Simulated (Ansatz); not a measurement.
# C2H6F2Sn: taking an electron away

How much energy removes an electron from C2H6F2Sn at fixed geometry? The cation is run at each level and the neutral's energy taken from earlier runs.

Method: unrestricted cation, the program's frozen cores in correlated methods; program: Ansatz 0.2.0, Gaussian basis.

The runs, in order: UKS PBE-D4/def2-TZVPP; UKS r2SCAN-D4/def2-TZVPP; UKS PBE0-D4/def2-TZVPP; UKS B3LYP-D4/def2-TZVPP; UKS wB97X-V/def2-TZVPP; UKS wB97M-V/def2-TZVPP; UKS B2PLYP/def2-TZVPP; UHF-CCSD(T)/def2-TZVPP; UHF-MP2/def2-QZVPP; extrapolation to the limit; then −ε(HOMO) from the neutral's earlier runs with LDA (SPW92), PBE-D4, revPBE-D4, BLYP-D4, r2SCAN-D4, B97M-V, PBE0-D4, B3LYP-D4, r2SCANh-D4, r2SCAN0-D4, HSE06-D4, BHLYP-D4, CAM-B3LYP-D4, LC-ωPBE, ωB97X-V, ωB97M-V.

**1. Structure used throughout**

An earlier PBE0-D4 in a triple-zeta def2 set relaxation fixed the geometry. Sn takes the def2 core potential; no spin-orbit term is included.

SMILES `C[CH2][SnH]([F])[F]`, 11 atoms, charge 0, spin multiplicity 1.

Atoms are counted from 1 here; the program's logs count them from 0.

Bond lengths: C1–C2 1.523 Å, C1–H6 1.092 Å, C1–H7 1.093 Å, C1–H8 1.092 Å, C2–Sn3 2.125 Å, C2–H9 1.092 Å, C2–H10 1.092 Å, Sn3–F4 1.919 Å, Sn3–F5 1.919 Å, Sn3–H11 1.699 Å. Angles: C2–C1–H6 111.6°, C2–C1–H7 110.4°, C2–C1–H8 111.6°, H6–C1–H7 107.7°, H6–C1–H8 107.7°, H7–C1–H8 107.7°, C1–C2–Sn3 111.2°, C1–C2–H9 111.9°, C1–C2–H10 111.9°, Sn3–C2–H9 107.1°, Sn3–C2–H10 107.1°, H9–C2–H10 107.4°, C2–Sn3–F4 105.9°, C2–Sn3–F5 106.0°, C2–Sn3–H11 127.7°, F4–Sn3–F5 102.6°, F4–Sn3–H11 106.0°, F5–Sn3–H11 106.0°.

Geometry (Å):

```xyz
11
charge 0, multiplicity 1
C    -1.4186    0.3460    0.1279
C    -0.4183   -0.7722   -0.1332
Sn    1.5785   -0.0478   -0.0688
F     1.6491    1.4141   -1.3103
F     1.7659    0.8324    1.6262
H    -1.3365    1.1397   -0.6170
H    -2.4404   -0.0407    0.0915
H    -1.2684    0.7972    1.1105
H    -0.4950   -1.5691    0.6101
H    -0.5633   -1.2272   -1.1158
H     3.0125   -0.9295   -0.3004
```

**2. Cation, UKS PBE-D4/def2-TZVPP**

Input file in.yaml:

```yaml
crystal:
  periodic: [false, false, false]
  atoms:
    - {symbol: C, position_ang: [-1.418605, 0.346049, 0.127903]}
    - {symbol: C, position_ang: [-0.418330, -0.772153, -0.133204]}
    - {symbol: Sn, position_ang: [1.578511, -0.047848, -0.068844]}
    - {symbol: F, position_ang: [1.649064, 1.414054, -1.310276]}
    - {symbol: F, position_ang: [1.765889, 0.832443, 1.626214]}
    - {symbol: H, position_ang: [-1.336475, 1.139689, -0.617039]}
    - {symbol: H, position_ang: [-2.440447, -0.040680, 0.091529]}
    - {symbol: H, position_ang: [-1.268367, 0.797239, 1.110452]}
    - {symbol: H, position_ang: [-0.494983, -1.569115, 0.610083]}
    - {symbol: H, position_ang: [-0.563296, -1.227165, -1.115774]}
    - {symbol: H, position_ang: [3.012541, -0.929511, -0.300444]}
basis:
  gaussian: {orbitals: def2-TZVPP}
total_charge: 1
magnetization: {spin_polarized: true, initial_magnetization: 1}
hamiltonian: {xc: pbe, dispersion: d4}
```

On the command line:

```bash
$ ansatz run in.yaml --threads 2 --pin off --events-out ev --progress --plain --max-ram 32768MiB --backend cpu
```

After this run come: Cation, UKS r2SCAN-D4/def2-TZVPP; Cation, UKS PBE0-D4/def2-TZVPP; Cation, UKS B3LYP-D4/def2-TZVPP; Cation, UKS wB97X-V/def2-TZVPP; Cation, UKS wB97M-V/def2-TZVPP; Cation, UKS B2PLYP (frozen core)/def2-TZVPP; Cation, UHF-CCSD(T)/def2-TZVPP; Cation, UHF-MP2/def2-QZVPP.

Before running them: what should the planned runs give, taken together? Wanted: ionisation energy, CCSD(T)/CBS; nearest functional by difference; nearest −ε(HOMO); −ε(HOMO) of PBE; T1 of the cation.

As calculated:

```
                        quantity               value
  ionisation energy, CCSD(T)/CBS            11.10 eV
nearest functional by difference  ωB97X-V (-0.22 eV)
                nearest −ε(HOMO)  ωB97X-V (-0.16 eV)
                 −ε(HOMO) of PBE             7.35 eV
                T1 of the cation               0.022
```

Energy differences with functionals land within 0.84 eV of the reference. −ε(HOMO) of PBE misses by 3.8 eV, since self-interaction lifts the level. Among orbital estimates ωB97X-V comes nearest. Hartree-Fock falls 0.83 eV short, as the neutral has more correlation energy than the cation. Correlated methods include outer-core shells of Sn, which these sets cover unevenly. With outer-core shells in play the reference is unsure by up to some tenths of an eV, so close misses can't be ranked.
